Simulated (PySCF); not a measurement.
# BiH2O2 (Bi(OH)2+): the cost of one run

Method: PBE0, Bi def2-SVP with ECP60, O def2-SVP, H def2-SVP; scalar-relativistic core potentials, no spin–orbit coupling; program: PySCF 2.14.0.

1 further run of the same task is left out (for a known fault of the program).

**1. Where the work starts**

5 atoms, charge 1, spin multiplicity 1.

Bond lengths: Bi1–O2 2.015 Å, Bi1–O4 2.015 Å, O2–H3 0.972 Å, O4–H5 0.972 Å. Angles: O2–Bi1–O4 88.6°, Bi1–O2–H3 119.0°, Bi1–O4–H5 119.0°.

Geometry (Å):

```xyz
5
BiH2O2
Bi    0.0000    0.0000   -0.4828
O     1.4069   -0.0358    0.9598
H     2.3444   -0.0629    0.7037
O    -1.4069    0.0358    0.9598
H    -2.3444    0.0629    0.7037
```

Formal oxidation states: Bi +3. An earlier session relaxed this geometry at PBE0, Bi def2-SVP with ECP60, O def2-SVP, H def2-SVP (singlet, point group C2v).

Its energy there is -365.721673 Eh.

**2. One electron removed, multiplicity 2**

Input file run.py (the lines that set the calculation):

```python
mol = gto.M(atom='''
Bi     0.00000     0.00000    -0.48284
O      1.40694    -0.03577     0.95985
H      2.34441    -0.06290     0.70367
O     -1.40694     0.03577     0.95985
H     -2.34441     0.06290     0.70367''',
    basis={'Bi': 'def2-SVP', 'O': 'def2-SVP', 'H': 'def2-SVP'},
    ecp={'Bi': 'def2-SVP'},
    charge=2, spin=1)
mf = dft.UKS(mol, xc='PBE0')
mf.grids.atom_grid = (50, 194)
mf = mf.density_fit()  # fitting sets: Bi def2-universal-JKFIT, O def2-universal-JKFIT, H def2-universal-JKFIT
mf.conv_tol = 1e-08; mf.max_cycle = 55
mf.kernel(dm0)  # dm0: the density of the relaxed state
```

Command:

```console
$ OMP_NUM_THREADS=2 python run.py
```

**Question.** How long does this run take on 2 threads of Arm Neoverse V2, shared host?

About 1.2 s.
